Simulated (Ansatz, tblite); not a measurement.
# The cluster Al2S3: a ladder of methods and basis sets

Aim: run the singlet of the cluster Al2S3 at one geometry on many levels, and compare frontier levels, spin and run time.

Program: Ansatz 0.2.0, Gaussian basis. Level of theory: as each input shows. These are calculated values, not measurements.

The runs, in order: GFN1-xTB, GFN2-xTB, PBE-D4/def2-TZVP, r2SCAN-D4/def2-TZVP, LC-ωPBE/def2-TZVP, HF/def2-TZVP, PBE+10HF/def2-SVP, PBE+15HF/def2-SVP, PBE+40HF/def2-SVP, PBE-D4/def2-SVP, PBE0-D4/def2-SVP, HF/STO-3G, HF/6-31G, B3LYP-D4/6-31G, PBE0-D4/def2-TZVPD, PBE-D4/def2-TZVPD, r2SCAN-D4/def2-TZVPD, CCSD(T)/def2-TZVPP, MP2/def2-TZVP, RPA/def2-TZVP.

3 further runs of the same task are left out: 1 that didn't finish, 2 set aside as unsound or not needed. Runs told in other sessions of the task aren't counted.

### Step 1. The relaxed structure

The singlet was relaxed beforehand with PBE-D4/def2-SVP. At that level it is the lowest of the isomers that a small search found.

5 atoms, charge 0, spin multiplicity 1.

Bond lengths: Al1–S3 2.020 Å, Al1–S4 2.192 Å, Al2–S4 2.192 Å, Al2–S5 2.020 Å. Angles: S3–Al1–S4 179.9°, S4–Al2–S5 179.9°, Al1–S4–Al2 94.8°.

PBE0-D4/def2-TZVP was run before; its log isn't repeated, and its numbers join the tables.

### Step 2. GFN1-xTB

Tight binding, by tblite at 300 K electronic temperature and without a spin-polarisation term:

```python
tblite.interface.Calculator('GFN1-xTB', numbers, positions, charge=0, uhf=0).singlepoint()
```

Energy -376.4756 eV, HOMO -11.32 eV, LUMO -7.89 eV; 0.006 s.

### Step 3. GFN2-xTB

Tight binding, by tblite at 300 K electronic temperature and without a spin-polarisation term:

```python
tblite.interface.Calculator('GFN2-xTB', numbers, positions, charge=0, uhf=0).singlepoint()
```

Energy -325.7298 eV, HOMO -10.56 eV, LUMO -8.92 eV; 0.007 s.

### Step 4. PBE-D4/def2-TZVP

start.molden holds the orbitals of an earlier run on this state, given as this run's starting guess.

Contents of in.yaml:

```yaml
crystal:
  periodic: [false, false, false]
  atoms:
    - {symbol: Al, position_ang: [-1.427279, 0.773597, -0.178159]}
    - {symbol: Al, position_ang: [1.302595, -0.945139, -0.277898]}
    - {symbol: S, position_ang: [-2.343509, 2.031536, 1.110117]}
    - {symbol: S, position_ang: [-0.429860, -0.591477, -1.572594]}
    - {symbol: S, position_ang: [2.898054, -1.268527, 0.918544]}
basis:
  gaussian: {orbitals: def2-TZVP, initial_orbitals: start.molden}
hamiltonian: {xc: pbe, dispersion: d4}
scf: {omitted_lower_state_checks: [starts]}
output: {forces: true, orbitals: {seedname: orbitals}}
```

The run is started by

```console
$ ansatz run in.yaml --threads 4 --pin off --events-out ev --progress --plain --max-ram 4787MiB
```

Further steps of the session: r2SCAN-D4/def2-TZVP; LC-ωPBE/def2-TZVP; HF/def2-TZVP; PBE+10HF/def2-SVP; PBE+15HF/def2-SVP; PBE+40HF/def2-SVP; PBE-D4/def2-SVP; PBE0-D4/def2-SVP; HF/STO-3G; HF/6-31G; B3LYP-D4/6-31G; PBE0-D4/def2-TZVPD; PBE-D4/def2-TZVPD; r2SCAN-D4/def2-TZVPD; CCSD(T)/def2-TZVPP; MP2/def2-TZVP; RPA/def2-TZVP.

Q: Predict the results of all the runs planned. Wanted: gap in def2-TZVP, named functionals and Hartree-Fock, smallest and largest; gap over the share of exact exchange; correlation energy, CCSD(T)/def2-TZVPP; correlation energy, MP2/def2-TZVP; binding an atom, CCSD(T)/def2-TZVPP; PBE0 total energy, smallest basis above largest.

The runs gave:

```
                                                                  quantity                            value
gap in def2-TZVP, named functionals and Hartree-Fock, smallest and largest   2.41 eV (PBE-D4), 9.41 eV (HF)
                                      gap over the share of exact exchange     2.40 eV at 0, 5.24 eV at 0.4
                                    correlation energy, CCSD(T)/def2-TZVPP                        -19.49 eV
                                         correlation energy, MP2/def2-TZVP                        -16.97 eV
                                       binding an atom, CCSD(T)/def2-TZVPP                         2.938 eV
                           PBE0 total energy, smallest basis above largest  15.79 eV (def2-SVP, def2-TZVPD)
```

Over the named functionals and Hartree-Fock in def2-TZVP the gap runs from 2.41 eV (PBE-D4) to 9.41 eV (HF); exact exchange widens it. Raising the share of exact exchange from 0 to 0.4 moves the HOMO by -1.79 eV and the LUMO by +1.05 eV. A small miss in a minimal or small basis is a cancelling of errors, not accuracy. The functionals in def2-TZVP miss CCSD(T)/def2-TZVPP by +0.022 (LC-ωPBE) to +0.267 eV (PBE-D4) an atom. CCSD(T)/def2-TZVPP isn't at the basis-set limit; small misses against it rank nothing.
